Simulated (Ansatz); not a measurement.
# CH6BNO2 (SMILES COB(N)O): SVWN5/6-31G(d) (spherical functions)

What is the vertical ionisation energy of CH6BNO2 at SVWN5/6-31G* (spherical functions)? 

Program for the calculation: Ansatz 0.2.0.

131 further runs of the same task are left out: 1 that didn't finish, 130 set aside as unsound or not needed.

## 1. The structure to begin with

CH6BNO2: 11 atoms, total charge 0, spin state singlet. As SMILES, `COB(N)O`. The shape is that of a PBE0-D4/def2-TZVP optimisation. This is one conformer, not always the lowest.

Bond lengths: C1–O2 1.404 Å, O2–B3 1.375 Å, B3–N4 1.409 Å, B3–O5 1.372 Å, C1–H6 1.096 Å, C1–H7 1.091 Å, C1–H8 1.096 Å, N4–H9 1.002 Å, N4–H10 1.003 Å, O5–H11 0.959 Å. Some angles: C1–O2–B3 120.9°, O2–B3–N4 123.5°, O2–B3–O5 117.8°, N4–B3–O5 118.7°, O2–C1–H6 111.6°, O2–C1–H7 108.2°, O2–C1–H8 111.6°, B3–N4–H9 124.4°, B3–N4–H10 121.1°, B3–O5–H11 111.1°.

## 2. The energy at SVWN5/6-31G(d) (spherical functions)

The input, input.yaml:

```yaml
basis:
  gaussian:
    orbitals: 6-31G_st_-spherical.json
crystal:
  periodic: [false, false, false]
  atoms:
    - {symbol: C, position_ang: [0.713500, 0.851600, 1.129700]}
    - {symbol: O, position_ang: [-0.446700, 0.102500, 0.878500]}
    - {symbol: B, position_ang: [-0.644000, -0.506700, -0.338400]}
    - {symbol: "N", position_ang: [0.275800, -0.431900, -1.403700]}
    - {symbol: O, position_ang: [-1.801000, -1.223100, -0.514800]}
    - {symbol: H, position_ang: [0.801300, 1.701800, 0.443100]}
    - {symbol: H, position_ang: [0.654400, 1.238600, 2.147600]}
    - {symbol: H, position_ang: [1.616900, 0.236000, 1.047600]}
    - {symbol: H, position_ang: [1.144100, 0.066300, -1.366900]}
    - {symbol: H, position_ang: [0.095200, -0.890900, -2.277500]}
    - {symbol: H, position_ang: [-2.344100, -1.201100, 0.275400]}
hamiltonian:
  xc: {name: SVWN5}
accuracy: high
output:
  orbitals: {seedname: orbitals}
```

The basis set 6-31G* is read from a file made from the Basis Set Exchange's data (not shown).

Run with:

```sh
ansatz run input.yaml --threads 1 --pin off --max-ram 3480MiB --events-out events.jsonl --progress --plain --runs-dir runs
```

The log of the run:

```text
Warning: RAYON_NUM_THREADS=1 ignored (pool sized by the plan → 1); use --threads N
Functional definition: SVWN5
  name "SVWN5"
  exchange = slater_x
  correlation = vwn5_c
1994 factors; integrals over basis functions are off by at most 3.4e-9 eV
mean field evaluation 1: about -7325.3189 eV, gradient 8.3e1 eV
mean field evaluation 2: about -7304.2451 eV, gradient 1.3e2 eV
mean field evaluation 4: about -7338.6803 eV, gradient 5.3e0 eV
mean field evaluation 8: about -7338.7375 eV, gradient 1.3e-1 eV
mean field evaluation 16: about -7338.7375 eV, gradient 9.5e-6 eV
mean field -7338.73754845 eV, -269.6936305307 hartree, gradient 6.1e-8 eV, S^2 0.000000; 0 other end points of the search recorded, 0 dependent functions left out
reference -7338.73755092 eV, -269.6936306215 hartree; 20, 20 occupied and 62, 62 virtual orbitals, 1994 factors
Total energy: -7338.73755092 eV, -269.6936306215 hartree
```

It took 4.5 s on 1 thread of Arm Neoverse V1, shared host; peak memory 0.22 GiB.

## 3. The doublet cation

The input, in.yaml:

```yaml
crystal:
  periodic: [false, false, false]
  atoms:
    - {symbol: C, position_ang: [0.713500, 0.851600, 1.129700]}
    - {symbol: O, position_ang: [-0.446700, 0.102500, 0.878500]}
    - {symbol: B, position_ang: [-0.644000, -0.506700, -0.338400]}
    - {symbol: N, position_ang: [0.275800, -0.431900, -1.403700]}
    - {symbol: O, position_ang: [-1.801000, -1.223100, -0.514800]}
    - {symbol: H, position_ang: [0.801300, 1.701800, 0.443100]}
    - {symbol: H, position_ang: [0.654400, 1.238600, 2.147600]}
    - {symbol: H, position_ang: [1.616900, 0.236000, 1.047600]}
    - {symbol: H, position_ang: [1.144100, 0.066300, -1.366900]}
    - {symbol: H, position_ang: [0.095200, -0.890900, -2.277500]}
    - {symbol: H, position_ang: [-2.344100, -1.201100, 0.275400]}
basis:
  gaussian: {orbitals: 6-31G_st_-spherical.json}
total_charge: 1
magnetization: {spin_polarized: true, initial_magnetization: 1}
hamiltonian: {xc: {name: SVWN5}}
accuracy: high
output: {orbitals: {seedname: orbitals}}
```

The basis set 6-31G* is read from a file made from the Basis Set Exchange's data (not shown).

Run with:

```sh
ansatz run in.yaml --threads 1 --pin off --max-ram 3480MiB --events-out events.jsonl --progress --plain --runs-dir runs
```

The log of the run:

```text
Warning: RAYON_NUM_THREADS=1 ignored (pool sized by the plan → 1); use --threads N
[... 4 set-up lines as earlier in the session ...]
1993 factors; integrals over basis functions are off by at most 3.4e-9 eV
mean field evaluation 1: about -7310.7514 eV, gradient 6.9e1 eV
mean field evaluation 2: about -7273.6013 eV, gradient 1.1e2 eV
mean field evaluation 4: about -7327.0170 eV, gradient 2.1e1 eV
mean field evaluation 8: about -7327.5399 eV, gradient 1.6e1 eV
mean field evaluation 16: about -7329.3294 eV, gradient 2.0e-2 eV
mean field evaluation 32: about -7329.1526 eV, gradient 2.3e0 eV
mean field evaluation 64: about -7329.2582 eV, gradient 3.9e-1 eV
mean field -7329.32944390 eV, -269.3478890656 hartree, gradient 1.6e-8 eV, S^2 0.752627; 8 other end points of the search recorded, 0 dependent functions left out
reference -7329.32944616 eV, -269.3478891485 hartree; 20, 19 occupied and 62, 63 virtual orbitals, 1993 factors
Total energy: -7329.32944616 eV, -269.3478891485 hartree
```

Wall time 12 s (1 thread of Arm Neoverse V1, shared host); peak memory 0.27 GiB.

## 4. Results

At SVWN5/6-31G* (spherical functions):

| quantity | value |
| --- | --- |
| singlet CH6BNO2: total energy | -269.69363 Eh |
| singlet CH6BNO2: HOMO energy | -5.63 eV |
| singlet CH6BNO2: LUMO energy | 1.34 eV |
| singlet CH6BNO2: HOMO–LUMO gap | 6.97 eV |
| doublet cation: total energy | -269.34789 Eh |
| doublet cation: HOMO energy (highest over α and β) | -12.69 eV |
| doublet cation: ⟨S²⟩ | 0.753 |
| vertical ionisation energy (to the doublet cation) | 9.408 eV |

What this shows: Removing an electron at fixed nuclei costs 9.41 eV (217 kcal/mol). −ε(HOMO) before ionisation, 5.63 eV, is 3.78 eV below this ionisation energy.
